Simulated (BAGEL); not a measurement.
# PBE0/def2-SVP (density fitting with qzvpp-jkfit) run of Al2H6O2 (SMILES [OH+]1[AlH2-][OH+][AlH2-]1)

Aim: the energy change on altering one bond length of Al2H6O2 at PBE0/def2-SVP (density fitting with qzvpp-jkfit), from 2 runs. 

The results are computed with BAGEL 1.2.2.

1 further run of the same task is left out (set aside as unsound or not needed).

## 1. The system as given

The species is Al2H6O2 (10 atoms), meant as a singlet with charge 0. As SMILES, `[OH+]1[AlH2-][OH+][AlH2-]1`. Geometry: a GFN2-xTB relaxation, a rough one for these elements and not checked as a minimum.

Bond lengths: O1–Al2 1.838 Å, Al2–O3 1.836 Å, O1–Al4 1.836 Å, O3–Al4 1.838 Å, O1–H5 0.957 Å, Al2–H6 1.538 Å, Al2–H7 1.538 Å, O3–H8 0.957 Å, Al4–H9 1.538 Å, Al4–H10 1.538 Å. Some angles: O1–Al2–O3 82.8°, Al2–O1–Al4 97.2°, Al2–O3–Al4 97.2°, O1–Al4–O3 82.8°, O1–Al2–H6 110.0°, O1–Al2–H7 110.2°, O3–Al2–H6 110.2°, O3–Al2–H7 110.1°, Al2–O1–H5 131.3°, Al4–O1–H5 131.5°.

## 2. A single-point energy at PBE0/def2-SVP (density fitting with qzvpp-jkfit)

Contents of input.json:

```json
{ "bagel": [

{
  "title": "molecule",
  "basis": "svp",
  "df_basis": "qzvpp-jkfit",
  "angstrom": "true",
  "geometry": [
    { "atom": "O", "xyz": [      -1.076710,       0.440900,      -0.351400 ] },
    { "atom": "Al", "xyz": [      -0.608230,      -0.650350,       1.051430 ] },
    { "atom": "O", "xyz": [       1.076820,      -0.438400,       0.352780 ] },
    { "atom": "Al", "xyz": [       0.607800,       0.649950,      -1.052130 ] },
    { "atom": "H", "xyz": [      -1.925330,       0.785010,      -0.627960 ] },
    { "atom": "H", "xyz": [      -1.112080,      -2.080860,       0.795970 ] },
    { "atom": "H", "xyz": [      -0.728470,       0.113980,       2.380490 ] },
    { "atom": "H", "xyz": [       1.926010,      -0.781210,       0.629740 ] },
    { "atom": "H", "xyz": [       1.113600,       2.080480,      -0.800860 ] },
    { "atom": "H", "xyz": [       0.726610,      -0.119490,      -2.378070 ] }
  ]
},

{
  "title": "ks",
  "xc_func": "pbe0"
},

{
  "title": "print",
  "file": "orbitals.molden",
  "orbitals": "true"
}

]}
```

Started as:

```console
BAGEL_NUM_THREADS=1 BAGEL input.json > input.out
```

Output:

```text
* using 1 threads per process

  ===============================================================
  ===============================================================

  *** Geometry ***

  { "atom" : "O", "xyz" : [     -2.034687,      0.833180,     -0.664050 ] },
  { "atom" : "Al", "xyz" : [     -1.149388,     -1.228983,      1.986915 ] },
  { "atom" : "O", "xyz" : [      2.034895,     -0.828456,      0.666658 ] },
  { "atom" : "Al", "xyz" : [      1.148576,      1.228227,     -1.988238 ] },
  { "atom" : "H", "xyz" : [     -3.638346,      1.483454,     -1.186672 ] },
  { "atom" : "H", "xyz" : [     -2.101527,     -3.932256,      1.504165 ] },
  { "atom" : "H", "xyz" : [     -1.376609,      0.215391,      4.498474 ] },
  { "atom" : "H", "xyz" : [      3.639631,     -1.476273,      1.190036 ] },
  { "atom" : "H", "xyz" : [      2.104399,      3.931537,     -1.513406 ] },
  { "atom" : "H", "xyz" : [      1.373094,     -0.225803,     -4.493901 ] },

  Number of auxiliary basis functions:      518

  Since a DF basis is specified, we compute 2- and 3-index integrals:
    o Being stored without compression. Storage requirement is 0.037 GB

  Number of basis functions:       94
  Number of electrons      :       48

    * METHOD: MOLECULE                             0.23

  *** Kohn-Sham DFT ***

    * Removing 19290 points whose weight is below 1.00e-10
    * Grid points: 129770

  === Nuclear Repulsion ===
   228.0237051127

       - DIIS with orbital gradients will be used.

  === KS iteration (pbe0 / svp) ===
      0       -608.23322946          0.11785544           0.41
      1       -600.89838431          0.10948057           0.45
      2       -611.75440364          0.12754982           0.43
      3       -632.51508609          0.08167659           0.42
      4       -636.21254509          0.06001718           0.38
      5       -635.37872108          0.06962463           0.40
      6       -636.09389877          0.06099693           0.42
      7       -637.67918580          0.03864294           0.41
      8       -638.37840680          0.00605356           0.41
      9       -638.39638736          0.00108883           0.41
     10       -638.39682785          0.00059082           0.41
     11       -638.39700273          0.00004733           0.43
     12       -638.39700390          0.00000252           0.44
     13       -638.39700391          0.00000048           0.41
     14       -638.39700391          0.00000007           0.41
     15       -638.39700391          0.00000001           0.41
     16       -638.39700391          0.00000000           0.43
    * SCF iteration converged.

    * Permanent dipole moment:
           (    0.000166,    -0.003246,    -0.000133) a.u.

    * METHOD: KS                                   7.73

    * METHOD: PRINT                                0.01

  ===============================================================
```

Run time: 8.1 s. Hardware: 1 thread of Arm Neoverse V2, shared host; peak memory 0.57 GiB.

## 3. The distorted shape, same level

Contents of dft.json:

```json
{ "bagel": [

{
  "title": "molecule",
  "basis": "svp",
  "df_basis": "qzvpp-jkfit",
  "angstrom": true,
  "geometry": [
    { "atom": "O", "xyz": [   -0.949392,    0.389273,   -0.309908 ] },
    { "atom": "Al", "xyz": [   -0.480912,   -0.701977,    1.092922 ] },
    { "atom": "O", "xyz": [    1.204138,   -0.490027,    0.394272 ] },
    { "atom": "Al", "xyz": [    0.735118,    0.598323,   -1.010638 ] },
    { "atom": "H", "xyz": [   -1.925330,    0.785010,   -0.627960 ] },
    { "atom": "H", "xyz": [   -0.984762,   -2.132487,    0.837462 ] },
    { "atom": "H", "xyz": [   -0.601152,    0.062353,    2.421982 ] },
    { "atom": "H", "xyz": [    2.053328,   -0.832837,    0.671232 ] },
    { "atom": "H", "xyz": [    1.240918,    2.028853,   -0.759368 ] },
    { "atom": "H", "xyz": [    0.853928,   -0.171117,   -2.336578 ] }
  ]
},
{
  "title": "ks",
  "xc_func": "pbe0",
  "charge": 0
},
{
  "title": "print",
  "file": "orbitals.molden",
  "orbitals": true
}

]}
```

Started as:

```console
BAGEL_NUM_THREADS=1 BAGEL dft.json > dft.out
```

Output:

```text
* using 1 threads per process

  ===============================================================
  ===============================================================

  *** Geometry ***

  { "atom" : "O", "xyz" : [     -1.794091,      0.735619,     -0.585641 ] },
  { "atom" : "Al", "xyz" : [     -0.908792,     -1.326544,      2.065323 ] },
  { "atom" : "O", "xyz" : [      2.275491,     -0.926017,      0.745066 ] },
  { "atom" : "Al", "xyz" : [      1.389172,      1.130667,     -1.909829 ] },
  { "atom" : "H", "xyz" : [     -3.638346,      1.483454,     -1.186672 ] },
  { "atom" : "H", "xyz" : [     -1.860930,     -4.029816,      1.582574 ] },
  { "atom" : "H", "xyz" : [     -1.136013,      0.117830,      4.576883 ] },
  { "atom" : "H", "xyz" : [      3.880228,     -1.573834,      1.268445 ] },
  { "atom" : "H", "xyz" : [      2.344995,      3.833977,     -1.434998 ] },
  { "atom" : "H", "xyz" : [      1.613690,     -0.323364,     -4.415492 ] },

  Number of auxiliary basis functions:      518

  Since a DF basis is specified, we compute 2- and 3-index integrals:
    o Being stored without compression. Storage requirement is 0.037 GB

  Number of basis functions:       94
  Number of electrons      :       48

    * METHOD: MOLECULE                             0.24

  *** Kohn-Sham DFT ***

    * Removing 19103 points whose weight is below 1.00e-10
    * Grid points: 129957

  === Nuclear Repulsion ===
   227.1307833953

       - DIIS with orbital gradients will be used.

  === KS iteration (pbe0 / svp) ===
      0       -608.23504810          0.11652853           0.43
      1       -601.18290038          0.10557332           0.41
      2       -611.61904560          0.12512802           0.41
      3       -631.42540604          0.08560370           0.42
      4       -635.88501771          0.06309502           0.41
      5       -632.82186145          0.07860359           0.40
      6       -633.27815161          0.07630258           0.41
      7       -636.37527933          0.06124340           0.40
      8       -638.33227648          0.01001344           0.41
      9       -638.37711278          0.00299755           0.41
     10       -638.38087023          0.00132527           0.40
     11       -638.38174081          0.00032985           0.41
     12       -638.38179681          0.00003976           0.39
     13       -638.38179789          0.00000349           0.39
     14       -638.38179790          0.00000087           0.41
     15       -638.38179790          0.00000006           0.40
     16       -638.38179790          0.00000002           0.41
     17       -638.38179790          0.00000001           0.41
    * SCF iteration converged.

    * Permanent dipole moment:
           (    0.099279,    -0.043497,     0.032181) a.u.

    * METHOD: KS                                   8.02

    * METHOD: PRINT                                0.01

  ===============================================================
```

It took 8.4 s on 1 thread of Arm Neoverse V2, shared host; peak memory 0.57 GiB.

## 4. Summary of results

At PBE0/def2-SVP (density fitting with qzvpp-jkfit):

```
                                                         quantity          value
                                        first shape: total energy  -638.39700 Eh
                                       first shape: dipole moment         0.01 D
                                         first shape: HOMO energy       -7.63 eV
                                         first shape: LUMO energy       -0.08 eV
                                       first shape: HOMO–LUMO gap        7.55 eV
                                    distorted shape: total energy  -638.38180 Eh
                                   distorted shape: dipole moment         0.29 D
                                     distorted shape: HOMO energy       -7.57 eV
                                     distorted shape: LUMO energy       -0.24 eV
                                   distorted shape: HOMO–LUMO gap        7.34 eV
energy change with the O1–H5 bond stretched from 0.957 to 1.100 Å       0.414 eV
```

In words: With the O1–H5 bond stretched from 0.957 to 1.100 Å the energy rises by 0.41 eV (9.5 kcal/mol). The first shape isn't relaxed at this level, so the change isn't measured from a minimum.
